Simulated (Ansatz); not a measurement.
Crystal: GeCN2.

```
Ge N C
1.0
     1.79379    1.03565    4.92196
    -1.79379    1.03565    4.92196
     0.00000   -2.07129    4.92196
Ge N C
1 2 1
Direct
  0.00000 0.00000 0.00000
  0.58390 0.58390 0.58390
  0.41610 0.41610 0.41610
  0.50000 0.50000 0.50000
```

The cell comes from a database or a generator and needn't be the stable form of this composition.

Base run:

- Program: Ansatz 0.2.0
- Functional: PBE
- Potentials or basis: Ansatz PAW
- Cutoff: 420 eV
- Density cutoff: 1680 eV
- k mesh: 9 × 9 × 9
- Occupations: fermi-dirac, width 0.05 eV
- Spin: no spin polarisation

Its results: band gap on the k mesh 1.12 eV, indirect (least direct gap 1.97 eV); pressure 0.0 GPa; largest force 0.017 eV/Å.

The run is repeated on the same cell with these changes: functional from PBE to LDA. What comes out?

Band gap on the k mesh 0.97 eV, indirect (least direct gap 1.78 eV); pressure -6.7 GPa; largest force 0.332 eV/Å.

LDA binds more tightly than PBE, so the same cell stands under less pressure.

Caveats: the k mesh misses the band edges, so the gap on the mesh is wider than the one along the path (some runs); the PAW data sets come from PBE, with cores solved anew for the run's functional, which leaves a small shift of forces and pressure (some runs).

Not every run made on this cell is shown here.
